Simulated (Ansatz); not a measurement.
Task: a short molecular-dynamics run of CH5BO2, SMILES COBO, with Ansatz's Python interface. Give the script and its output. Settings (for the species named): PBE0, 6-31G* basis, multiplicity 1.

| atom | x (Å) | y (Å) | z (Å) |
| --- | --- | --- | --- |
| C | 0.2276 | 0.7104 | -0.9418 |
| O | -0.9221 | -0.0230 | -0.5360 |
| B | -0.4924 | -0.9568 | 0.4887 |
| O | -0.4656 | -0.5766 | 1.9094 |
| H | 0.9818 | 0.1182 | -1.4242 |
| H | 0.5868 | 1.3898 | -0.1221 |
| H | -0.1412 | 1.4586 | -1.7364 |
| H | -0.0270 | -2.0127 | 0.1903 |
| H | 0.3406 | -0.1542 | 2.1550 |

`md_ch5bo2.py`
```python
import ansatz as az
from ase import Atoms
import numpy as np

params = {
    "basis": "6-31G*",
    "functional": "PBE0",
    "n_steps": 20,
    "temperature_k": 200,
}


def main() -> None:
    atoms = Atoms(["C", "O", "B", "O", "H", "H", "H", "H", "H"], positions=[
        (0.2276, 0.7104, -0.9418),
        (-0.9221, -0.023, -0.536),
        (-0.4924, -0.9568, 0.4887),
        (-0.4656, -0.5766, 1.9094),
        (0.9818, 0.1182, -1.4242),
        (0.5868, 1.3898, -0.1221),
        (-0.1412, 1.4586, -1.7364),
        (-0.027, -2.0127, 0.1903),
        (0.3406, -0.1542, 2.155),
    ])
    ch5bo2 = az.Crystal.molecule_from_ase(atoms)

    calc = ch5bo2.calculation().basis(gaussian=params["basis"]).functional(params["functional"])
    symbols = [site.symbol for site in ch5bo2.cartesian_sites]
    start = np.array([site.position_ang for site in ch5bo2.cartesian_sites], dtype=float)
    r = calc.relax(force_tolerance=0.02, max_steps=100).run(threads=1, pin="off").report
    end = np.array(r["positions_ang"])
    minimum = az.Crystal.molecule()
    for symbol, place in zip(symbols, end):
        minimum = minimum.atom(symbol, place.tolist())

    calc = minimum.calculation()
    calc = calc.basis(gaussian=params["basis"])
    calc = calc.functional(params["functional"])
    calc = calc.md("nve", timestep=1.0, steps=params["n_steps"], temperature=params["temperature_k"], initial_velocities="maxwell_boltzmann", seed=1)
    frames = []
    out = calc.session().plan().execute(on_event=lambda e: frames.append(e["data"]) if e["event"] == "md_step" else None)
    print("t (fs)   E_pot (eV)      E_kin (eV)   T (K)   d(0-1) (A)")
    for f in frames[::1]:
        xyz = np.array(f["positions_ang"])
        print(f"{f['time_fs']:6.2f} {f['lagrangian_ev']:14.5f} {f['e_kin_ev']:10.5f} {f['temperature_k']:8.1f} {np.linalg.norm(xyz[0] - xyz[1]):9.4f}")
    kept = np.array([f["conserved_ev"] for f in frames])
    print(f"conserved energy moves by at most {1000 * np.ptp(kept):.3f} meV")


if __name__ == "__main__":
    main()
```

Running `python md_ch5bo2.py` prints:
```text
t (fs)   E_pot (eV)      E_kin (eV)   T (K)   d(0-1) (A)
  0.00    -5884.31510    0.18096    200.0    1.4104
  1.00    -5884.29569    0.16306    180.2    1.4131
  2.00    -5884.26206    0.13168    145.5    1.4159
  3.00    -5884.24461    0.11288    124.8    1.4186
  4.00    -5884.22673    0.09382    103.7    1.4211
  5.00    -5884.19126    0.05986     66.2    1.4236
  6.00    -5884.15841    0.02868     31.7    1.4257
  7.00    -5884.15281    0.02287     25.3    1.4275
  8.00    -5884.17136    0.03963     43.8    1.4288
  9.00    -5884.18846    0.05593     61.8    1.4295
 10.00    -5884.19457    0.06384     70.6    1.4297
 11.00    -5884.21400    0.08356     92.3    1.4293
 12.00    -5884.24972    0.11684    129.1    1.4283
 13.00    -5884.26850    0.13526    149.5    1.4269
 14.00    -5884.26315    0.13160    145.4    1.4249
 15.00    -5884.25701    0.12630    139.6    1.4226
 16.00    -5884.26269    0.13095    144.7    1.4200
 17.00    -5884.26492    0.13167    145.5    1.4170
 18.00    -5884.24351    0.11118    122.9    1.4138
 19.00    -5884.21353    0.08363     92.4    1.4106
 20.00    -5884.20781    0.07693     85.0    1.4072
conserved energy moves by at most 4.409 meV
```

Caveats:
- Total energies depend on the basis set; only differences at equal settings carry meaning.
- The trajectory is only some femtoseconds long, so its temperature is not equilibrated; where the script doesn't relax first, it starts from a rough generated geometry.
- The temperature counts the internal degrees of freedom alone.
- With hydrogen a step over 0.5 fs is long.
- Run time: 96 s on 1 thread of Intel(R) Xeon(R) Platinum 8488C (Sapphire Rapids), with other jobs on the host, peak memory 0.22 GiB.

(Lines on the test bed's own set-up are left out of the output.)
